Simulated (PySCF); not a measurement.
**C2H6BI (SMILES CB(C)I) at HF/ANO-RCC-MB (sfX2C)**

Aim: the vertical singlet–triplet gap of C2H6BI at HF/ANO-RCC-MB (sfX2C), from 2 runs. 

The calculation is run with PySCF 2.14.0.

## Step 1: Starting point

The species is C2H6BI (10 atoms), meant as a singlet with charge 0. As SMILES, `CB(C)I`. Geometry: relaxed at PBE0-D4/def2-TZVP.

Bond lengths: C1–B2 1.553 Å, B2–C3 1.557 Å, B2–I4 2.155 Å, C1–H5 1.088 Å, C1–H6 1.098 Å, C1–H7 1.097 Å, C3–H8 1.093 Å, C3–H9 1.095 Å, C3–H10 1.095 Å. Some angles: C1–B2–C3 124.2°, C1–B2–I4 118.8°, C3–B2–I4 117.0°, B2–C1–H5 116.0°, B2–C1–H6 108.5°, B2–C1–H7 109.0°, B2–C3–H8 113.0°, B2–C3–H9 110.4°, B2–C3–H10 110.5°, H5–C1–H6 108.8°.

## Step 2: A single-point energy at HF/ANO-RCC-MB (sfX2C)

File run.py:

```python
# CB(C)I
from pyscf import gto, scf

mol = gto.M(
    atom='''
C     -0.800488     2.255388    -1.143473
B     -0.514006    -0.588083    -0.472621
C      1.336414    -1.629133     1.563748
I     -2.811535    -3.310800    -2.445495
H     -2.144083     2.698151    -2.636546
H     -1.345863     3.285478     0.572965
H      1.058058     3.016759    -1.659557
H      2.443227    -0.146643     2.481399
H      0.298010    -2.673773     3.017326
H      2.637491    -3.003531     0.727545
''',
    basis='ano-rcc-mb',
    spin=0,
    max_memory=1860,
    verbose=3,
    unit='bohr',
)

myscf = scf.RHF(mol)
myscf = myscf.x2c()
myscf.conv_tol = 1e-10
myscf.kernel()
if not myscf.converged:
    myscf = myscf.newton().run(myscf.mo_coeff, myscf.mo_occ)

e_final = myscf.e_tot
print(f'total energy: {e_final:.8f} hartree')
```

Started as:

```sh
OMP_NUM_THREADS=1 python run.py
```

Standard output:

```text
converged SCF energy = -7216.51533114913
total energy: -7216.51533115 hartree
```

It took 9.9 s on 1 thread of Arm Neoverse V2, shared host; peak memory 0.16 GiB.

## Step 3: The triplet, same level

File start.xyz:

```xyz
10
C2H6BI
C     -0.423600     1.193500    -0.605100
B     -0.272000    -0.311200    -0.250100
C      0.707200    -0.862100     0.827500
I     -1.487800    -1.752000    -1.294100
H     -1.134600     1.427800    -1.395200
H     -0.712200     1.738600     0.303200
H      0.559900     1.596400    -0.878200
H      1.292900    -0.077600     1.313100
H      0.157700    -1.414900     1.596700
H      1.395700    -1.589400     0.385000
```

File run.py:

```python
from pyscf import gto, scf

mol = gto.M(
    atom='start.xyz',
    basis='ano-rcc-mb',
    max_memory=1860,
    verbose=3,
    spin=2,
)

mf = scf.UHF(mol)
mf = mf.sfx2c1e()
mf.conv_tol = 1e-10
mf.kernel()
if not mf.converged:
    mf = mf.newton().run(mf.mo_coeff, mf.mo_occ)

e_tot = mf.e_tot
print('E(%s) = %.9f' % ('HF', e_tot))
```

Started as:

```sh
OMP_NUM_THREADS=1 python run.py
```

Standard output:

```text
WARN: HOMO 0.068877441822176 >= LUMO -0.309261258509531

converged SCF energy = -7216.34441987088  <S^2> = 2.0116145  2S+1 = 3.007733
E(HF) = -7216.344419871
```

Run time: 9.9 s. Hardware: 1 thread of Arm Neoverse V2, shared host; peak memory 0.16 GiB.

## Step 4: What came out

Level: HF/ANO-RCC-MB (sfX2C).

| quantity | value |
| --- | --- |
| singlet: total energy | -7216.51533 Eh |
| singlet: dipole moment | 2.16 D |
| singlet: HOMO energy | -10.18 eV |
| singlet: LUMO energy | 2.31 eV |
| singlet: HOMO–LUMO gap | 12.49 eV |
| triplet: total energy | -7216.34442 Eh |
| triplet: dipole moment | 3.74 D |
| triplet: HOMO energy (highest over α and β) | -6.24 eV |
| triplet: LUMO energy (lowest over α and β) | -3.29 eV |
| triplet: ⟨S²⟩ | 2.012 |
| vertical energy of the triplet above the singlet | 4.651 eV |

In words: At this shape the triplet lies 4.65 eV (449 kJ/mol) above the singlet. In a minimal basis such a difference can be off by several eV, whatever the method. Mulliken charges (singlet) run from -0.64 on C3 to +0.34 on B2; they depend strongly on the basis.
